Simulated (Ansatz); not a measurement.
# C2H4BFSi: basis-set convergence

One table from this session's results is given with a row withheld; the runs are named, their logs left out.

Computed with Ansatz 0.2.0, Gaussian basis. Level: one geometry, several basis sets.

Levels to be run: PBE0-D4/def2-SVP; ωB97M-V/def2-SVP; PBE0-D4/def2-QZVPP; ωB97M-V/def2-QZVPP; the functionals' def2-TZVPP values are taken from earlier runs.

### The geometry

An earlier PBE0-D4 in a triple-zeta def2 set relaxation fixed the geometry.

SMILES `FC1=CB1[SiH3]`, 9 atoms, charge 0, spin multiplicity 1.

Atoms are counted from 1 here; the program's logs count them from 0.

Bond lengths: F1–C2 1.310 Å, C2–C3 1.329 Å, C2–B4 1.462 Å, C3–B4 1.496 Å, C3–H6 1.080 Å, B4–Si5 1.988 Å, Si5–H7 1.487 Å, Si5–H8 1.487 Å, Si5–H9 1.489 Å. Angles: F1–C2–C3 139.6°, F1–C2–B4 155.8°, C3–C2–B4 64.6°, C2–C3–B4 62.0°, C2–C3–H6 144.1°, B4–C3–H6 153.9°, C2–B4–C3 53.4°, C2–B4–Si5 156.1°, C3–B4–Si5 150.4°, B4–Si5–H7 111.6°, B4–Si5–H8 111.5°, B4–Si5–H9 108.6°, H7–Si5–H8 108.5°, H7–Si5–H9 108.3°, H8–Si5–H9 108.2°.

The first run:

The input, in.yaml:

```yaml
crystal:
  periodic: [false, false, false]
  atoms:
    - {symbol: F, position_ang: [2.114190, 1.761738, -1.149905]}
    - {symbol: C, position_ang: [1.463682, 0.752872, -0.626320]}
    - {symbol: C, position_ang: [1.689600, -0.487542, -0.204813]}
    - {symbol: B, position_ang: [0.294682, 0.044224, -0.108592]}
    - {symbol: Si, position_ang: [-1.608899, -0.179343, 0.420344]}
    - {symbol: H, position_ang: [2.449562, -1.245514, -0.081754]}
    - {symbol: H, position_ang: [-2.516451, 0.608512, -0.455368]}
    - {symbol: H, position_ang: [-2.024649, -1.606497, 0.370351]}
    - {symbol: H, position_ang: [-1.773216, 0.305351, 1.818860]}
basis:
  gaussian: {orbitals: def2-SVP}
hamiltonian: {xc: pbe0, dispersion: d4}
output: {orbitals: {seedname: orbitals}}
```

Among the steps run: PBE0-D4 in def2-SVP; ωB97M-V in def2-SVP; PBE0-D4 in def2-QZVPP; ωB97M-V in def2-QZVPP.

One of the session's tables, all rows but one given; the rest of the session is left out.

It belongs to the step «Functionals by basis». 

```
functional       basis  HOMO (eV)
   PBE0-D4    def2-SVP      -8.36
   PBE0-D4  def2-TZVPP      -8.37
   PBE0-D4  def2-QZVPP      -8.38
   ωB97M-V    def2-SVP     -10.54
   ωB97M-V  def2-TZVPP          ?
   ωB97M-V  def2-QZVPP     -10.60
```

Q: Estimate the row for ωB97M-V, def2-TZVPP from the others.

The run gave: HOMO (eV): -10.58. In the column «HOMO (eV)» it lies between ωB97M-V, def2-QZVPP (-10.60) and ωB97M-V, def2-SVP (-10.54).
